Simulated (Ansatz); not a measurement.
# C3H7ClSi: the cost of one run

Method: RKS PBE/STO-3G, in Ansatz 0.2.0.

## Step 1: The system as given

Bond lengths: Si1–C2 1.816 Å, C2–C3 1.478 Å, C3–C4 1.409 Å, C4–Cl5 1.639 Å, Si1–H6 1.548 Å, Si1–H7 1.477 Å, Si1–H8 1.477 Å, C2–H9 1.054 Å, C2–H10 1.099 Å, C3–H11 1.085 Å, C4–H12 1.101 Å. Angles (14 of 18 angles, heavy atoms first): Si1–C2–C3 114.4°, C2–C3–C4 126.0°, C3–C4–Cl5 125.3°, Si1–C2–H9 109.4°, Si1–C2–H10 107.2°, C3–C2–H9 106.9°, C3–C2–H10 110.1°, C2–Si1–H6 111.2°, C2–Si1–H7 113.3°, C2–Si1–H8 110.9°, C2–C3–H11 119.7°, C4–C3–H11 114.3°, C3–C4–H12 119.8°, Cl5–C4–H12 114.7°.

Structure file:

```xyz
12

Si   -1.7549    0.4631    0.0355
C    -0.2955   -0.3956   -0.6201
C     0.9956    0.1596   -0.1640
C     1.9709   -0.5234    0.5902
Cl    3.4010    0.1071    1.0830
H    -1.7563    1.9565   -0.3703
H    -1.8483    0.4156    1.5088
H    -2.9951   -0.0815   -0.5536
H    -0.2995   -0.3381   -1.6727
H    -0.3783   -1.4500   -0.3231
H     1.2732    1.1709   -0.4404
H     1.7642   -1.5393    0.9607
```

## Step 2: Preparing the start

File input.yaml:

```yaml
crystal:
  periodic: [false, false, false]
  atoms:
    - { symbol: Si, position_ang: [-1.7549, 0.4631, 0.0355] }
    - { symbol: C, position_ang: [-0.2955, -0.3956, -0.6201] }
    - { symbol: C, position_ang: [0.9956, 0.1596, -0.164] }
    - { symbol: C, position_ang: [1.9709, -0.5234, 0.5902] }
    - { symbol: Cl, position_ang: [3.401, 0.1071, 1.083] }
    - { symbol: H, position_ang: [-1.7563, 1.9565, -0.3703] }
    - { symbol: H, position_ang: [-1.8483, 0.4156, 1.5088] }
    - { symbol: H, position_ang: [-2.9951, -0.0815, -0.5536] }
    - { symbol: H, position_ang: [-0.2995, -0.3381, -1.6727] }
    - { symbol: H, position_ang: [-0.3783, -1.45, -0.3231] }
    - { symbol: H, position_ang: [1.2732, 1.1709, -0.4404] }
    - { symbol: H, position_ang: [1.7642, -1.5393, 0.9607] }
basis:
  gaussian: { orbitals: STO-3G }
hamiltonian:
  xc: pbe
relax:
  f_tol: 0.02
  max_steps: 40
```

Started as:

```bash
> ansatz run input.yaml --threads 1 --pin off --max-ram 2048MiB --backend cpu --events-out ev --progress --plain --runs-dir out
```

What time and memory should one allow on 1 thread of Arm Neoverse V1, shared host?

About 24 s, with a peak of 0.12 GiB.
